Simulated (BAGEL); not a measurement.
# GaClF (SMILES [F][Ga][Cl]) at ROHF/6-31G(d) (density fitting with qzvpp-jkfit, spherical functions)

Aim: the vertical doublet–quartet gap of GaClF at ROHF/6-31G* (density fitting with qzvpp-jkfit, spherical functions), from 2 runs. 

The results are computed with BAGEL 1.2.2.

4 further runs of the same task are left out: 2 that didn't finish, 2 set aside as unsound or not needed. Runs told in other sessions of the task aren't counted.

### Step 1. The structure to begin with

GaClF has 3 atoms, charge 0, and is taken as a doublet. As SMILES, `[F][Ga][Cl]`. Geometry: relaxed at PBE0-D4/def2-TZVP.

Bond lengths: F1–Ga2 1.758 Å, Ga2–Cl3 2.157 Å. Angles: F1–Ga2–Cl3 117.7°.

### Step 2. A single-point energy at ROHF/6-31G(d) (density fitting with qzvpp-jkfit, spherical functions)

Input file hf.json:

```json
{ "bagel": [

{
  "title": "molecule",
  "basis": "6-31gs.json",
  "df_basis": "qzvpp-jkfit",
  "angstrom": true,
  "geometry": [
    { "atom": "F", "xyz": [      -1.421100,       0.295900,      -0.754800 ] },
    { "atom": "Ga", "xyz": [       0.066400,       0.649600,       0.112200 ] },
    { "atom": "Cl", "xyz": [       1.343900,      -1.010300,       0.629300 ] }
  ]
},

{
  "title": "rohf",
  "nopen": 1
},

{
  "title": "print",
  "file": "orbitals.molden",
  "orbitals": true
}

]}
```

The basis set 6-31G* is read from a file made from the Basis Set Exchange's data (not shown).

Run with:

```
$ BAGEL_NUM_THREADS=1 BAGEL hf.json > hf.out
```

The log of the run:

```text
* using 1 threads per process

  ===============================================================
  ===============================================================

  *** Geometry ***

  { "atom" : "F", "xyz" : [     -2.685490,      0.559170,     -1.426365 ] },
  { "atom" : "Ga", "xyz" : [      0.125478,      1.227566,      0.212027 ] },
  { "atom" : "Cl", "xyz" : [      2.539603,     -1.909190,      1.189205 ] },

  Number of auxiliary basis functions:      471

  Since a DF basis is specified, we compute 2- and 3-index integrals:
    o Being stored without compression. Storage requirement is 0.015 GB

  Number of basis functions:       64
  Number of electrons      :       57

    * METHOD: MOLECULE                             0.18

  *** Open-shell HF ***

  === Nuclear Repulsion ===
   237.3786790534

      * DIIS with orbital gradients will be used.

  === ROHF iteration (6-31gs.json) ===
      0      -2481.76643029          0.04270419           0.08
      1      -2481.86827449          0.03367604           0.07
      2      -2481.91677085          0.02349015           0.07
      3      -2481.95856140          0.00137716           0.08
      4      -2481.95941842          0.00076375           0.08
      5      -2481.95977321          0.00026289           0.08
      6      -2481.95985732          0.00008808           0.07
      7      -2481.95988176          0.00003091           0.07
      8      -2481.95988670          0.00000594           0.08
      9      -2481.95988785          0.00000216           0.07
     10      -2481.95988797          0.00000096           0.07
     11      -2481.95988801          0.00000025           0.07
     12      -2481.95988801          0.00000011           0.07
     13      -2481.95988801          0.00000005           0.08
     14      -2481.95988801          0.00000002           0.08
     15      -2481.95988802          0.00000001           0.08
    * SCF iteration converged.

    * S^2 (ROHF) is 0.7500

    * Permanent dipole moment:
           (   -0.285049,    -0.935661,    -0.266691) a.u.

    * METHOD: ROHF                                 1.34

    * METHOD: PRINT                                0.00

  ===============================================================
```

It took 1.7 s on 1 thread of Intel Xeon 6975P-C (Granite Rapids), shared host.

### Step 3. The quartet

Input file job.json:

```json
{ "bagel": [

{
  "title": "molecule",
  "basis": "6-31gs.json",
  "df_basis": "qzvpp-jkfit",
  "angstrom": true,
  "geometry": [
    { "atom": "F", "xyz": [   -1.421100,    0.295900,   -0.754800 ] },
    { "atom": "Ga", "xyz": [    0.066400,    0.649600,    0.112200 ] },
    { "atom": "Cl", "xyz": [    1.343900,   -1.010300,    0.629300 ] }
  ]
},
{ "title": "rohf", "nopen": 3 },
{ "title": "print", "file": "orbitals.molden", "orbitals": true }

]}
```

The basis set 6-31G* is read from a file made from the Basis Set Exchange's data (not shown).

Run with:

```
$ BAGEL_NUM_THREADS=1 BAGEL job.json > job.out
```

The log of the run:

```text
* using 1 threads per process

  ===============================================================
  ===============================================================

  *** Geometry ***

  { "atom" : "F", "xyz" : [     -2.685490,      0.559170,     -1.426365 ] },
  { "atom" : "Ga", "xyz" : [      0.125478,      1.227566,      0.212027 ] },
  { "atom" : "Cl", "xyz" : [      2.539603,     -1.909190,      1.189205 ] },

  Number of auxiliary basis functions:      471

  Since a DF basis is specified, we compute 2- and 3-index integrals:
    o Being stored without compression. Storage requirement is 0.015 GB

  Number of basis functions:       64
  Number of electrons      :       57

    * METHOD: MOLECULE                             0.21

  *** Open-shell HF ***

  === Nuclear Repulsion ===
   237.3786790534

      * DIIS with orbital gradients will be used.

  === ROHF iteration (6-31gs.json) ===
      0      -2481.53785759          0.04160365           0.08
      1      -2481.64118636          0.03476899           0.08
      2      -2481.69733895          0.02434607           0.08
      3      -2481.74503120          0.00149861           0.08
      4      -2481.74642623          0.00078678           0.08
      5      -2481.74677517          0.00029091           0.08
      6      -2481.74686210          0.00014353           0.08
      7      -2481.74689332          0.00010674           0.08
      8      -2481.74691222          0.00007848           0.08
      9      -2481.74692841          0.00004695           0.07
     10      -2481.74693494          0.00002248           0.07
     11      -2481.74693577          0.00000950           0.08
     12      -2481.74693602          0.00000448           0.08
     13      -2481.74693607          0.00000192           0.08
     14      -2481.74693610          0.00000079           0.08
     15      -2481.74693612          0.00000039           0.08
     16      -2481.74693613          0.00000025           0.08
     17      -2481.74693614          0.00000021           0.08
     18      -2481.74693614          0.00000017           0.08
     19      -2481.74693615          0.00000011           0.08
     20      -2481.74693615          0.00000006           0.08
     21      -2481.74693615          0.00000002           0.08
     22      -2481.74693614          0.00000001           0.08
    * SCF iteration converged.

    * S^2 (ROHF) is 3.7500

    * Permanent dipole moment:
           (   -1.713206,     0.980175,    -0.837801) a.u.

    * METHOD: ROHF                                 1.92

    * METHOD: PRINT                                0.00

  ===============================================================
```

Wall time 2.3 s (1 thread of Intel Xeon 6975P-C (Granite Rapids), shared host).

### Step 4. What came out

Level: ROHF/6-31G* (density fitting with qzvpp-jkfit, spherical functions).

| quantity | value |
| --- | --- |
| doublet: total energy | -2481.95989 Eh |
| doublet: dipole moment | 2.58 D |
| doublet: ⟨S²⟩ | 0.750 |
| quartet: total energy | -2481.74694 Eh |
| quartet: dipole moment | 5.45 D |
| quartet: ⟨S²⟩ | 3.750 |
| vertical energy of the quartet above the doublet | 5.795 eV |

**Reading.** At this shape the quartet lies 5.79 eV (134 kcal/mol) above the doublet.
